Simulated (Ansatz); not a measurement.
**revPBE/def2-SVPD (core potential) run of InNH3Cl (SMILES [NH2][InH][Cl])**

What is the electronic atomisation energy of InNH3Cl at revPBE/def2-SVPD (core potential)? 

The calculation is run with Ansatz 0.2.0.

22 further runs of the same task are left out: 22 set aside as unsound or not needed.

**1. Starting point**

InNH3Cl has 6 atoms, charge 0, and is taken as a singlet. SMILES: `[NH2][InH][Cl]`. The shape is that of a PBE0-D4/def2-TZVP optimisation.

Bond lengths: N1–In2 1.995 Å, In2–Cl3 2.339 Å, N1–H4 1.007 Å, N1–H5 1.008 Å, In2–H6 1.693 Å. Angles: N1–In2–Cl3 109.2°, N1–In2–H6 131.5°, Cl3–In2–H6 119.1°, In2–N1–H4 121.6°, In2–N1–H5 118.5°, H4–N1–H5 111.0°.

**2. The energy at revPBE/def2-SVPD (core potential)**

Input file molecule.yaml:

```yaml
crystal:
  periodic: [false, false, false]
  atoms:
    - symbol: N
      position_ang: [-1.020800, 0.188100, -0.504100]
    - symbol: In
      position_ang: [0.792100, 0.148600, 0.327900]
    - symbol: Cl
      position_ang: [0.990800, -1.771000, 1.649200]
    - symbol: H
      position_ang: [-1.219400, 0.761400, -1.308200]
    - symbol: H
      position_ang: [-1.558200, -0.664500, -0.526800]
    - symbol: H
      position_ang: [2.057500, 1.273400, 0.315800]
basis:
  gaussian: {orbitals: def2-SVPD}
hamiltonian: {xc: {name: revPBE}}
accuracy: high
output: {orbitals: {seedname: orbitals}}
```

Run with:

```sh
ansatz run molecule.yaml --threads 1 --pin off --max-ram 3480MiB --events-out events.jsonl --progress --plain --runs-dir runs
```

The program printed:

```text
Warning: RAYON_NUM_THREADS=1 ignored (pool sized by the plan → 1); use --threads N
Functional definition: revPBE
  name "revPBE"
  parameter kappa = 1.245
  parameter beta = 0.06672455060314922
  exchange = pbe_x(kappa = kappa, mu = beta*pi^2/3)
  correlation = pbe_c(beta = beta)
2197 factors; integrals over basis functions are off by at most 3.8e-9 eV
mean field evaluation 1: about -19220.5718 eV, gradient 6.7e1 eV
mean field evaluation 2: about -19155.2541 eV, gradient 1.4e2 eV
mean field evaluation 4: about -19229.8794 eV, gradient 1.4e1 eV
mean field evaluation 8: about -19230.4478 eV, gradient 3.0e-1 eV
mean field evaluation 16: about -19230.4480 eV, gradient 1.9e-5 eV
mean field -19230.44803577 eV, -706.7059304488 hartree, gradient 1.9e-8 eV, S^2 0.000000; 0 other end points of the search recorded, 0 dependent functions left out
reference -19230.44804109 eV, -706.7059306441 hartree; 24, 24 occupied and 79, 79 virtual orbitals, 2197 factors
Total energy: -19230.44804109 eV, -706.7059306441 hartree
```

Wall time 9.6 s (1 thread of Intel Xeon Platinum 8259CL at 2.50GHz (Skylake/Cascade Lake), shared host); peak memory 0.3 GiB.

**3. The Cl atom at the same level**

Input file run.yaml:

```yaml
crystal:
  periodic: [false, false, false]
  atoms:
    - {symbol: Cl, position_ang: [0.000000, 0.000000, 0.000000]}
basis:
  gaussian:
    orbitals: def2-SVPD
hamiltonian:
  xc: {name: revPBE}
magnetization:
  spin_polarized: true
  initial_magnetization: 1
accuracy: high
```

Run the same way, it converges to -459.91457 Eh (log not shown).

**4. The H atom at the same level**

Input file molecule.yaml:

```yaml
crystal:
  periodic: [false, false, false]
  atoms:
    - {symbol: H, position_ang: [0.000000, 0.000000, 0.000000]}
basis:
  gaussian:
    orbitals: def2-SVPD
magnetization:
  spin_polarized: true
  initial_magnetization: 1
hamiltonian:
  xc: {name: revPBE}
accuracy: high
```

Run with:

```sh
ansatz run molecule.yaml --threads 1 --pin off --max-ram 3480MiB --events-out events.jsonl --progress --plain --runs-dir runs
```

The program printed (excerpt; [...] marks lines left out):

```text
Warning: RAYON_NUM_THREADS=1 ignored (pool sized by the plan → 1); use --threads N
[... 6 set-up lines as earlier in the session ...]
33 factors; integrals over basis functions are off by at most 4.9e-10 eV
mean field evaluation 1: about -13.6909 eV, gradient 3.7e-1 eV
mean field evaluation 2: about -13.6926 eV, gradient 4.2e-2 eV
mean field evaluation 4: about -13.6926 eV, gradient 8.0e-5 eV
mean field evaluation 8: about -13.6926 eV, gradient 7.8e-8 eV
mean field -13.69257262 eV, -0.5031927628 hartree, gradient 7.8e-8 eV, S^2 0.750000; 0 other end points of the search recorded, 0 dependent functions left out
reference -13.69257487 eV, -0.5031928452 hartree; 1, 0 occupied and 7, 8 virtual orbitals, 33 factors
Total energy: -13.69257487 eV, -0.5031928452 hartree
```

Run time: 0.14 s. Hardware: 1 thread of Intel Xeon Platinum 8259CL at 2.50GHz (Skylake/Cascade Lake), shared host.

**5. The In atom**

Input file job.yaml:

```yaml
crystal:
  periodic: [false, false, false]
  atoms:
    - symbol: In
      position_ang: [0.000000, 0.000000, 0.000000]
basis:
  gaussian: {orbitals: def2-SVPD}
hamiltonian: {xc: {name: revPBE}}
accuracy: high
magnetization: {spin_polarized: true, initial_magnetization: 1}
```

Run the same way, it converges to -190.16544 Eh (log not shown).

**6. The N atom, same level**

Input file molecule.yaml:

```yaml
crystal:
  periodic: [false, false, false]
  atoms:
    - {symbol: N, position_ang: [0.000000, 0.000000, 0.000000]}
basis:
  gaussian:
    orbitals: def2-SVPD
magnetization:
  spin_polarized: true
  initial_magnetization: 3
hamiltonian:
  xc: {name: revPBE}
accuracy: high
```

Run the same way, it converges to -54.52357 Eh (log not shown).

**7. Outcome**

Level: revPBE/def2-SVPD (core potential).

| quantity | value |
| --- | --- |
| molecule: total energy | -706.70593 Eh |
| molecule: HOMO energy | -6.21 eV |
| molecule: LUMO energy | -1.95 eV |
| molecule: HOMO–LUMO gap | 4.26 eV |
| Cl atom: total energy | -459.91457 Eh |
| Cl atom: ⟨S²⟩ | 0.752 |
| H atom: total energy | -0.50319 Eh |
| H atom: ⟨S²⟩ | 0.750 |
| In atom: total energy | -190.16544 Eh |
| In atom: ⟨S²⟩ | 0.752 |
| N atom: total energy | -54.52357 Eh |
| N atom: ⟨S²⟩ | 3.753 |
| electronic atomisation energy | 16.130 eV |

What this shows: Taking the molecule apart into free atoms costs 16.13 eV (372 kcal/mol), before zero-point energy and without spin-orbit coupling.
